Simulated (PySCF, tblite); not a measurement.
**C₄H₁₀NSi radical: geometry, infrared bands and EPR parameters**

Aim: predict the infrared bands and EPR parameters of C₄H₁₀NSi radical (`N[CH]C1C[SiH2]C1`).

Computed with tblite 0.8.0 and PySCF 2.14.0, with density-fitted response routines of our own, on a single molecule in the gas phase. Atoms are numbered from 0 throughout.

## Step 1: The molecule as given

16 atoms, charge 0, multiplicity 2; geometry from: force field or distance geometry start.

Bonds of the start (Å): N0–C1 1.47, C1–C2 1.47, C2–C3 1.59, C3–Si4 1.90, Si4–C5 1.89, C5–C2 1.58, N0–H6 1.03, N0–H7 1.01, C1–H8 1.10, C2–H9 1.11, C3–H10 1.09, C3–H11 1.08, Si4–H12 1.48, Si4–H13 1.48, C5–H14 1.09, C5–H15 1.09.

## Step 2: Optimising the geometry with GFN2-xTB

The job: settings as JSON, then the geometry in Å.

```
{"job": {"kind": "relax", "xc": "GFN2-xTB", "basis": "xTB"}, "charge": 0, "multiplicity": 2}
N      2.591700     0.680000     0.165400
C      1.526100    -0.283100     0.472400
C      0.113400     0.130000     0.530600
C     -0.463500     0.629500    -0.865300
Si    -2.157600    -0.029600    -0.305900
C     -0.914700    -1.060000     0.669000
H      2.270700     1.423400    -0.467300
H      3.421200     0.255800    -0.228700
H      1.805000    -1.302800     0.777500
H     -0.027700     0.883700     1.328800
H     -0.079000     0.093400    -1.736900
H     -0.413800     1.697200    -1.024000
H     -2.913100    -0.772900    -1.343800
H     -2.924800     0.930800     0.513500
H     -1.208800    -1.286400     1.698900
H     -0.632900    -1.980000     0.163500
```

On the command line:

```
> OMP_NUM_THREADS=1 python probes_run.py task.json out
```

This one command runs all jobs of the session in turn.

Output:

```text
step      E/eV     max force
  0    -494.98438    2.020
  1    -495.12657    0.745
  2    -495.19694    0.708
  3    -495.23825    0.544
  4    -495.26845    0.374
  5    -495.28444    0.376
  6    -495.29708    0.365
  7    -495.30638    0.211
  8    -495.31278    0.175
  9    -495.31713    0.173
 10    -495.32042    0.205
 11    -495.32331    0.178
 12    -495.32590    0.120
 13    -495.32829    0.119
 14    -495.33059    0.135
 15    -495.33259    0.118
 16    -495.33409    0.085
 17    -495.33544    0.098
 18    -495.33710    0.106
 19    -495.33920    0.114
 20    -495.34142    0.114
 21    -495.34331    0.097
 22    -495.34476    0.093
 23    -495.34599    0.096
 24    -495.34720    0.091
 25    -495.34848    0.089
 26    -495.34994    0.108
 27    -495.35148    0.096
 28    -495.35269    0.082
 29    -495.35348    0.084
 30    -495.35417    0.082
 31    -495.35520    0.099
 32    -495.35699    0.129
 33    -495.35941    0.135
 34    -495.36168    0.096
 35    -495.36331    0.112
 36    -495.36475    0.118
 37    -495.36723    0.156
 38    -495.37154    0.217
 39    -495.37657    0.207
 40    -495.38054    0.141
 41    -495.37921    0.608
 42    -495.38478    0.138
 43    -495.38613    0.143
 44    -495.38991    0.179
 45    -495.39298    0.353
 46    -495.39533    0.125
 47    -495.39692    0.101
 48    -495.39896    0.119
 49    -495.40023    0.097
 50    -495.40196    0.119
 51    -495.40401    0.147
 52    -495.40571    0.129
 53    -495.40777    0.101
 54    -495.40936    0.149
 55    -495.41138    0.154
 56    -495.41291    0.124
 57    -495.41509    0.098
 58    -495.41661    0.145
 59    -495.41808    0.150
 60    -495.41683    0.352
 61    -495.42041    0.135
 62    -495.42136    0.074
 63    -495.42305    0.079
 64    -495.42473    0.101
 65    -495.42557    0.087
 66    -495.42619    0.103
 67    -495.42690    0.091
 68    -495.42783    0.081
 69    -495.42862    0.107
 70    -495.42914    0.051
 71    -495.42950    0.040
 72    -495.42984    0.043
 73    -495.43018    0.056
 74    -495.43050    0.045
 75    -495.43072    0.075
 76    -495.43097    0.045
 77    -495.43135    0.039
 78    -495.43174    0.045
 79    -495.43210    0.038
 80    -495.43236    0.039
 81    -495.43261    0.039
 82    -495.43295    0.062
 83    -495.43339    0.074
 84    -495.43382    0.064
 85    -495.43419    0.041
 86    -495.43454    0.042
 87    -495.43497    0.047
 88    -495.43552    0.072
 89    -495.43620    0.075
 90    -495.43699    0.059
 91    -495.43801    0.062
 92    -495.43940    0.070
 93    -495.44104    0.096
 94    -495.44280    0.104
 95    -495.44444    0.123
 96    -495.44545    0.166
 97    -495.44759    0.199
 98    -495.45016    0.175
 99    -495.45366    0.123
100    -495.45494    0.187
101    -495.45669    0.128
102    -495.45920    0.146
103    -495.46043    0.095
104    -495.46150    0.084
105    -495.46280    0.079
106    -495.46346    0.052
107    -495.46430    0.070
108    -495.46463    0.081
109    -495.46495    0.042
110    -495.46518    0.033
111    -495.46541    0.037
112    -495.46571    0.054
113    -495.46611    0.059
114    -495.46652    0.054
115    -495.46684    0.047
116    -495.46702    0.048
117    -495.46712    0.041
118    -495.46721    0.035
119    -495.46732    0.026
120    -495.46744    0.034
121    -495.46757    0.036
122    -495.46769    0.029
123    -495.46781    0.025
124    -495.46789    0.030
125    -495.46797    0.025
126    -495.46806    0.025
127    -495.46819    0.037
128    -495.46835    0.042
129    -495.46855    0.033
130    -495.46873    0.027
131    -495.46885    0.032
132    -495.46891    0.023
133    -495.46897    0.021
134    -495.46904    0.036
135    -495.46913    0.039
136    -495.46926    0.023
137    -495.46938    0.026
138    -495.46947    0.029
139    -495.46955    0.027
140    -495.46960    0.021
141    -495.46963    0.014
142    -495.46966    0.015
143    -495.46971    0.027
144    -495.46978    0.034
145    -495.46985    0.027
146    -495.46990    0.017
147    -495.46994    0.017
148    -495.46997    0.015
149    -495.47000    0.017
150    -495.47002    0.013
151    -495.47004    0.008
```

Run time: 0.71 s. Hardware: 1 thread of Arm Neoverse V2, shared host; peak memory 0.18 GiB.

Step by step: (not every step is listed)

```tsv
step	energy from step 0 (eV)	largest force (eV/Å)
0	0.0000	2.0198
1	-0.1422	0.7449
2	-0.2126	0.7078
3	-0.2539	0.5444
4	-0.2841	0.3741
5	-0.3001	0.3765
6	-0.3127	0.3651
7	-0.3220	0.2112
8	-0.3284	0.1750
21	-0.3589	0.0967
34	-0.3773	0.0957
47	-0.4125	0.1015
60	-0.4325	0.3516
73	-0.4458	0.0563
86	-0.4502	0.0423
99	-0.4693	0.1234
112	-0.4813	0.0538
125	-0.4836	0.0246
138	-0.4851	0.0294
146	-0.4855	0.0175
147	-0.4856	0.0172
148	-0.4856	0.0150
149	-0.4856	0.0167
150	-0.4856	0.0131
151	-0.4857	0.0083
```

Distances of close pairs at the start and the end, largest changes first:

```tsv
bond	before (Å)	after (Å)	change (Å)
N0–C1	1.469	1.394	-0.075
C2–C3	1.591	1.557	-0.034
C1–H8	1.100	1.077	-0.024
Si4–H12	1.483	1.462	-0.021
Si4–C5	1.886	1.905	+0.019
N0–H6	1.028	1.011	-0.016
Si4–H13	1.477	1.464	-0.014
C2–H9	1.107	1.094	-0.013
```

The final coordinates are the input of the step that follows.

## Step 3: Harmonic vibrations with GFN2-xTB

The job: settings as JSON, then the geometry in Å.

```
{"job": {"kind": "ir", "xc": "GFN2-xTB", "basis": "xTB"}, "charge": 0, "multiplicity": 2}
N      2.618488     0.138655     0.638646
C      1.507931    -0.181088    -0.141140
C      0.167859     0.287908     0.209396
C     -0.714245     0.683134    -1.010877
Si    -2.227528    -0.212015    -0.266731
C     -0.783619    -0.789574     0.834294
H      2.539878     1.025947     1.117603
H      3.508856     0.025049     0.174252
H      1.628940    -1.018360    -0.807040
H      0.244817     1.132731     0.899681
H     -0.340045     0.219834    -1.922887
H     -0.758090     1.755886    -1.187726
H     -2.899341    -1.211038    -1.096127
H     -3.200559     0.664089     0.387550
H     -0.868319    -0.718058     1.916436
H     -0.432623    -1.794157     0.602307
```

Output:

```text
mode    cm-1     km/mol
  1      53.8      4.36
  2      73.2      1.03
  3     222.9     12.61
  4     297.8     11.26
  5     363.1      9.86
  6     374.3      1.68
  7     442.2     27.53
  8     450.2      4.77
  9     487.1     27.84
 10     556.6     19.81
 11     598.3    146.45
 12     688.4     12.78
 13     715.4    106.01
 14     740.1    324.59
 15     758.2     58.13
 16     777.1    196.34
 17     819.4     63.82
 18     892.3     33.08
 19     968.0     18.22
 20    1008.6      5.62
 21    1020.6      4.44
 22    1053.4     17.12
 23    1173.5      2.42
 24    1181.2      0.74
 25    1208.4     21.76
 26    1237.5     36.35
 27    1245.7      3.90
 28    1281.2     23.80
 29    1420.0     41.79
 30    1471.9      1.94
 31    1477.4      0.88
 32    1506.0     88.16
 33    2250.8    438.71
 34    2264.7    248.48
 35    2936.7     39.59
 36    2989.0      6.42
 37    2994.3    108.40
 38    3002.0     57.33
 39    3005.0     10.72
 40    3104.3     54.19
 41    3386.4      4.64
 42    3446.7      1.94
```

It took 0.39 s on 1 thread of Arm Neoverse V2, shared host; peak memory 0.18 GiB.

Which atoms move in the most intense modes:

```tsv
cm⁻¹	km/mol	atoms
598	146.4	H12 43 %, H13 41 %
715	106.0	Si4 30 %, C3 27 %, C5 24 %
740	324.6	H6 38 %, H7 36 %, N0 18 %
777	196.3	H12 40 %, H13 36 %
1506	88.2	H6 39 %, H7 33 %, N0 17 %
2251	438.7	H13 88 %
2265	248.5	H12 89 %
2994	108.4	H15 48 %, H10 24 %, H14 10 %
```

## Step 4: EPR parameters: B3LYP/pcH-1

Same as in step 3 but for these lines:

```diff
@@ -1,2 +1,2 @@
-{"job": {"kind": "ir", "xc": "GFN2-xTB", "basis": "xTB"}, "charge": 0, "multiplicity": 2}
+{"job": {"kind": "epr", "basis": "pcH-1"}, "charge": 0, "multiplicity": 2}
 N      2.618488     0.138655     0.638646
```

Level: UKS B3LYP, pcH-1 on C H N Si, non-relativistic, mean-field spin-orbit, GIAO.

Output:

```text
UKS, coarse grid
  cycle   1  E = -502.56542798  |g| = 3.88e-01
  cycle   2  E = -502.49502668  |g| = 5.26e-01
  cycle   3  E = -502.64115210  |g| = 4.92e-02
  cycle   4  E = -502.64222722  |g| = 2.77e-02
  cycle   5  E = -502.64254289  |g| = 7.82e-03
  cycle   6  E = -502.64257306  |g| = 2.75e-03
  cycle   7  E = -502.64257601  |g| = 1.17e-03
  cycle   8  E = -502.64257779  |g| = 2.26e-04
UKS, final grid
  cycle   1  E = -502.64260583  |g| = 2.41e-04
  cycle   2  E = -502.64260580  |g| = 3.59e-04
  cycle   3  E = -502.64260586  |g| = 2.95e-05
  cycle   4  E = -502.64260586  |g| = 1.81e-05
E = -502.64260586 Eh   <S^2> = 0.7538 (exact 0.7500)
g shifts (ppm)      1          2          3
  rmc          -179       -179       -179
  gc             -2         40         32
  oz_so         -55        593       1204
  total        -236        454       1056
hyperfine (MHz)  atom isotope    a_iso     a_fc   dipolar eigenvalues
    0   14N      19.38      19.41    -11.73    -11.27     23.00
    1   13C      85.02      85.10    -70.27    -69.41    139.69
    2   13C     -28.06     -28.07     -2.15     -0.96      3.11
    3   13C      60.66      60.67     -3.10     -2.62      5.72
    4  29Si      -0.03      -0.08     -6.99      3.23      3.76
    5   13C      82.82      82.83     -5.08     -4.31      9.39
    6    1H       6.32       6.30    -12.85     -5.58     18.44
    7    1H      19.68      19.66    -12.64     -6.30     18.94
    8    1H     -46.34     -46.36    -32.93     -0.29     33.22
    9    1H       4.79       4.79     -4.56     -3.89      8.45
   10    1H      -1.58      -1.58     -4.94     -2.01      6.95
   11    1H      -2.74      -2.74     -3.03     -2.02      5.05
   12    1H      -2.48      -2.48     -0.95     -0.32      1.28
   13    1H      -2.11      -2.11     -1.02     -0.26      1.28
   14    1H      -1.30      -1.30     -3.55     -1.61      5.16
   15    1H      -0.79      -0.79     -5.43     -1.47      6.90
```

Run time: 50 s. Hardware: 1 thread of Arm Neoverse V2, shared host; peak memory 0.96 GiB.

Principal g values 2.00208, 2.00277, 2.00338; g(iso) = 2.00274, against 2.00232 for a free electron.

Mean a(iso) over the nuclei that a row names, and the largest dipolar term of the row (other rows stand at the frozen geometry):

```tsv
nuclei	isotope	a(iso) (MHz)	a(iso) (G, at g = 2.0023)	largest dipolar term (MHz)
C1	13C	85.0	30.3	139.7
C3, C5	13C	71.7	25.6	9.4
H8	1H	-46.3	-16.5	33.2
C2	13C	-28.1	-10.0	3.1
N0	14N	19.4	6.9	23.0
H6, H7	1H	13.0	4.6	18.9
H9	1H	4.8	1.7	8.4
H12	1H	-2.5	-0.9	1.3
H13	1H	-2.1	-0.8	1.3
H11, H14	1H	-2.0	-0.7	5.2
H10, H15	1H	-1.2	-0.4	7.0
Si4	29Si	0.0	0.0	-7.0
```

Mulliken spin populations:

N0 0.16; C1 0.84; C2 -0.08; C3 0.02; Si4 0.05; C5 0.04; H6 0.00; H7 0.00; H8 -0.04; H9 0.00; H10 0.00; H11 0.00; H12 0.00; H13 0.00; H14 0.00; H15 0.00

In first order the couplings over 0.8 MHz of 1H, 14N give 1296 distinct lines over 45.3 G, if the averaged nuclei exchange fast; the same motion can average rows kept apart here too.

Orbitals, density, ELF and potential are computed afterwards from the orbital file.

ELF in a plane through or near 5 of the atoms.

Ten even steps from '0' (0.00) to '9' (0.94):
```
0000000000000000000000000000
0000000000000000000000000000
0000000000000000000000000000
0000000000000033200000000000
0000000000000278610000000000
0000002320000499831000000000
0000037872000388754210000000
0000048995100443598421000000
0000148887345796982024200000
0000378218588174417715300000
0001699778488364427714200000
0000587766787697893122100000
0000022214751358288521000000
0000000003420265554310000000
0000000001100157631000000000
0000000000000023210000000000
0000000000000001000000000000
0000000000000000000000000000
0000000000000000000000000000
0000000000000000000000000000
```
The map spans 12.2 Å across and 9.2 Å up, centred on the molecule. Atoms in the plane (x, y in Å): N0 (-2.7, 0.2), C2 (-0.2, 0.0), C3 (0.8, -1.2), Si4 (2.3, 0.0), C5 (0.7, 1.2).

log10 of the density (e/Å³) in the same plane.

Ten even steps from ' ' (-4.0) to '@' (1.6):
```
                                                        
                                                        
                        ....::::::....                  
                      ..::----------::..                
              ........::--==++++====--::....            
          ::--------::--==++******++==----::::..        
        ::--========----==++######**++====--::::..      
      ..--==++****++====++**##@@##****++++==--::..      
    ..::--++**####********########********++==--::..    
    ..::==**##%%%%############******@@@@****++--::..    
    ..--==**##############%%##******%%@@**++++--::..    
    ..::==++**************##########****++++==--::..    
      ..::========++++++++**##@@##****++====--::..      
        ..::------========++**####**++====--::....      
          ....::::------====******++==----::....        
                ....::::----==++====--::....            
                      ..::::--------::..                
                        ....::::::::..                  
                                                        
                                                        
```
The map spans 12.2 Å across and 9.2 Å up, centred on the molecule. Atoms in the plane (x, y in Å): N0 (-2.7, 0.2), C2 (-0.2, 0.0), C3 (0.8, -1.2), Si4 (2.3, 0.0), C5 (0.7, 1.2).

On the surface of density 0.002 e/bohr³ the electrostatic potential runs, from the 1st to the 99th percentile, from -1.23 V near N0 to 1.64 V near H7.

The spin density lies nearest to C1 54 %; N0 16 %; H8 9 %.

## Step 5: Results

| quantity | value |
| --- | --- |
| strongest single infrared mode (GFN2-xTB) | 2251 cm⁻¹, 439 km/mol |
| zero-point energy (GFN2-xTB) | 80.0 kcal/mol |
| g(iso) (B3LYP) | 2.00274 |
| ⟨S²⟩ | 0.754 (exact 0.75) |
| largest a(iso) (averaged by class) | 13C on C1, 85.0 MHz |
| potential on the surface of density 0.002 e/bohr³, 1st and 99th percentile | -1.23 V and 1.64 V |

**Reading.** Relaxing lowered the energy by 0.486 eV in 151 steps; the close pair that moved most is N0–C1, from 1.469 to 1.394 Å. All 42 modes are real, so the xTB geometry is a minimum. The strongest single mode, at 2251 cm⁻¹, moves mainly H13. Unscaled tight-binding wavenumbers are off by several per cent, some by more. Its intensities can rank the bands wrongly. Most of the unpaired spin sits on C1 (0.84 e). The isotropic g lies 0.4 ppt above the free-electron value. These values are for one conformer; the search (at its own cheap level) found 1 more, at 0.36 kcal/mol, and measured spectra average over such forms.
